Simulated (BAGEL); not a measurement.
# CH4AlClS (SMILES [CH3][Al]([SH])[Cl]) at HF/6-31G(d) (density fitting with qzvpp-jkfit, spherical functions)

Aim: the vertical singlet–triplet gap of CH4AlClS at HF/6-31G* (density fitting with qzvpp-jkfit, spherical functions), from 2 runs. 

The results are computed with BAGEL 1.2.2.

32 further runs of the same task are left out: 32 set aside as unsound or not needed.

## Step 1: Starting point

CH4AlClS has 8 atoms, charge 0, and is taken as a singlet. SMILES: `[CH3][Al]([SH])[Cl]`. The coordinates come from a PBE0-D4/def2-TZVP relaxation. This is one conformer, not always the lowest.

Bond lengths: C1–Al2 1.933 Å, Al2–S3 2.177 Å, Al2–Cl4 2.102 Å, C1–H5 1.094 Å, C1–H6 1.092 Å, C1–H7 1.094 Å, S3–H8 1.344 Å. Angles: C1–Al2–S3 122.1°, C1–Al2–Cl4 120.9°, S3–Al2–Cl4 117.0°, Al2–C1–H5 110.6°, Al2–C1–H6 111.8°, Al2–C1–H7 110.6°, Al2–S3–H8 93.1°, H5–C1–H6 108.3°, H5–C1–H7 107.0°, H6–C1–H7 108.3°.

## Step 2: The energy at HF/6-31G(d) (density fitting with qzvpp-jkfit, spherical functions)

job.json

```json
{ "bagel" : [

{
  "title" : "molecule",
  "basis" : "6-31gs.json",
  "df_basis" : "qzvpp-jkfit",
  "angstrom" : "true",
  "geometry" : [
    { "atom" : "C", "xyz" : [      -0.334100,       1.323200,      -0.264000 ] },
    { "atom" : "Al", "xyz" : [       0.071000,      -0.559300,      -0.098400 ] },
    { "atom" : "S", "xyz" : [       0.975200,      -1.393500,       1.697300 ] },
    { "atom" : "Cl", "xyz" : [      -0.348800,      -1.896500,      -1.664600 ] },
    { "atom" : "H", "xyz" : [      -1.400800,       1.472800,      -0.453600 ] },
    { "atom" : "H", "xyz" : [      -0.065100,       1.877700,       0.637700 ] },
    { "atom" : "H", "xyz" : [       0.205500,       1.760200,      -1.109000 ] },
    { "atom" : "H", "xyz" : [       0.989200,      -2.641800,       1.198900 ] }
  ]
},

{ "title" : "hf" },

{ "title" : "print", "file" : "orbitals.molden", "orbitals" : "true" }

]}
```

The basis set 6-31G* is read from a file made from the Basis Set Exchange's data (not shown).

Launch:

```sh
BAGEL_NUM_THREADS=1 BAGEL job.json > job.out
```

The log of the run:

```text
* using 1 threads per process

  ===============================================================
  ===============================================================

  *** Geometry ***

  { "atom" : "C", "xyz" : [     -0.631357,      2.500486,     -0.498888 ] },
  { "atom" : "Al", "xyz" : [      0.134171,     -1.056924,     -0.185949 ] },
  { "atom" : "S", "xyz" : [      1.842861,     -2.633333,      3.207432 ] },
  { "atom" : "Cl", "xyz" : [     -0.659136,     -3.583866,     -3.145638 ] },
  { "atom" : "H", "xyz" : [     -2.647128,      2.783189,     -0.857180 ] },
  { "atom" : "H", "xyz" : [     -0.123021,      3.548339,      1.205078 ] },
  { "atom" : "H", "xyz" : [      0.388339,      3.326296,     -2.095706 ] },
  { "atom" : "H", "xyz" : [      1.869317,     -4.992278,      2.265593 ] },

  Number of auxiliary basis functions:      531

  Since a DF basis is specified, we compute 2- and 3-index integrals:
    o Being stored without compression. Storage requirement is 0.025 GB

  Number of basis functions:       76
  Number of electrons      :       56

    * METHOD: MOLECULE                             0.21

  *** RHF ***

  === Nuclear Repulsion ===
   240.1376582031

      * DIIS with orbital gradients will be used.

  === RHF iteration (6-31gs.json) ===
      0      -1139.12843922          0.01167508           0.06
      1      -1139.21040041          0.00433673           0.05
      2      -1139.22138207          0.00108294           0.05
      3      -1139.22233296          0.00016200           0.05
      4      -1139.22236201          0.00004924           0.05
      5      -1139.22236528          0.00001156           0.05
      6      -1139.22236547          0.00000388           0.05
      7      -1139.22236549          0.00000121           0.05
      8      -1139.22236550          0.00000028           0.05
      9      -1139.22236550          0.00000011           0.05
     10      -1139.22236550          0.00000004           0.05
     11      -1139.22236550          0.00000001           0.05
     12      -1139.22236550          0.00000000           0.05
    * SCF iteration converged.

    * Permanent dipole moment:
           (    0.101749,    -0.499663,     0.030190) a.u.

    * METHOD: HF                                   0.83

    * METHOD: PRINT                                0.01

  ===============================================================
```

Wall time 1.4 s (1 thread of Intel Xeon 6975P-C (Granite Rapids), shared host); peak memory 0.12 GiB.

## Step 3: The triplet

hf.json

```json
{ "bagel": [

{
  "title": "molecule",
  "basis": "6-31gs.json",
  "df_basis": "qzvpp-jkfit",
  "angstrom": true,
  "geometry": [
    { "atom": "C", "xyz": [      -0.334100,       1.323200,      -0.264000 ] },
    { "atom": "Al", "xyz": [       0.071000,      -0.559300,      -0.098400 ] },
    { "atom": "S", "xyz": [       0.975200,      -1.393500,       1.697300 ] },
    { "atom": "Cl", "xyz": [      -0.348800,      -1.896500,      -1.664600 ] },
    { "atom": "H", "xyz": [      -1.400800,       1.472800,      -0.453600 ] },
    { "atom": "H", "xyz": [      -0.065100,       1.877700,       0.637700 ] },
    { "atom": "H", "xyz": [       0.205500,       1.760200,      -1.109000 ] },
    { "atom": "H", "xyz": [       0.989200,      -2.641800,       1.198900 ] }
  ]
},

{ "title": "uhf", "nopen": 2 },

{ "title": "print", "file": "orbitals.molden", "orbitals": true }

]}
```

The basis set 6-31G* is read from a file made from the Basis Set Exchange's data (not shown).

Launch:

```sh
BAGEL_NUM_THREADS=1 BAGEL hf.json > hf.out
```

The log of the run:

```text
* using 1 threads per process

  ===============================================================
  ===============================================================

  *** Geometry ***

  { "atom" : "C", "xyz" : [     -0.631357,      2.500486,     -0.498888 ] },
  { "atom" : "Al", "xyz" : [      0.134171,     -1.056924,     -0.185949 ] },
  { "atom" : "S", "xyz" : [      1.842861,     -2.633333,      3.207432 ] },
  { "atom" : "Cl", "xyz" : [     -0.659136,     -3.583866,     -3.145638 ] },
  { "atom" : "H", "xyz" : [     -2.647128,      2.783189,     -0.857180 ] },
  { "atom" : "H", "xyz" : [     -0.123021,      3.548339,      1.205078 ] },
  { "atom" : "H", "xyz" : [      0.388339,      3.326296,     -2.095706 ] },
  { "atom" : "H", "xyz" : [      1.869317,     -4.992278,      2.265593 ] },

  Number of auxiliary basis functions:      531

  Since a DF basis is specified, we compute 2- and 3-index integrals:
    o Being stored without compression. Storage requirement is 0.025 GB

  Number of basis functions:       76
  Number of electrons      :       56

    * METHOD: MOLECULE                             0.21

  *** Open-shell HF ***

  === Nuclear Repulsion ===
   240.1376582031

      * DIIS with orbital gradients will be used.

  === UHF iteration (6-31gs.json) ===
      0      -1138.82657007          0.02744324           0.12
      1      -1138.96656169          0.01248061           0.12
      2      -1138.99154809          0.00542375           0.12
      3      -1138.99721505          0.00096055           0.12
      4      -1138.99843495          0.00030743           0.12
      5      -1138.99865460          0.00017186           0.12
      6      -1138.99876956          0.00005862           0.11
      7      -1138.99878748          0.00003773           0.11
      8      -1138.99879259          0.00003565           0.11
      9      -1138.99879353          0.00003714           0.11
[... 30 lines of this table left out ...]
     40      -1138.99878971          0.00000003           0.12
     41      -1138.99878971          0.00000002           0.12
     42      -1138.99878971          0.00000001           0.12
     43      -1138.99878971          0.00000001           0.12
    * SCF iteration converged.

    * S^2 (UHF) is 2.0150

    * Permanent dipole moment:
           (   -0.724296,     0.090314,    -1.689902) a.u.

    * METHOD: UHF                                  5.38

    * METHOD: PRINT                                0.01

  ===============================================================
```

It took 6 s on 1 thread of Intel Xeon 6975P-C (Granite Rapids), shared host; peak memory 0.12 GiB.

## Step 4: Summary of results

At HF/6-31G* (density fitting with qzvpp-jkfit, spherical functions):

| quantity | value |
| --- | --- |
| singlet: total energy | -1139.22237 Eh |
| singlet: dipole moment | 1.30 D |
| singlet: HOMO energy | -10.62 eV |
| singlet: LUMO energy | 2.04 eV |
| singlet: HOMO–LUMO gap | 12.66 eV |
| triplet: total energy | -1138.99879 Eh |
| triplet: dipole moment | 4.68 D |
| triplet: ⟨S²⟩ | 2.015 |
| vertical energy of the triplet above the singlet | 6.084 eV |

What this shows: At this shape the triplet lies 6.08 eV (140 kcal/mol) above the singlet.
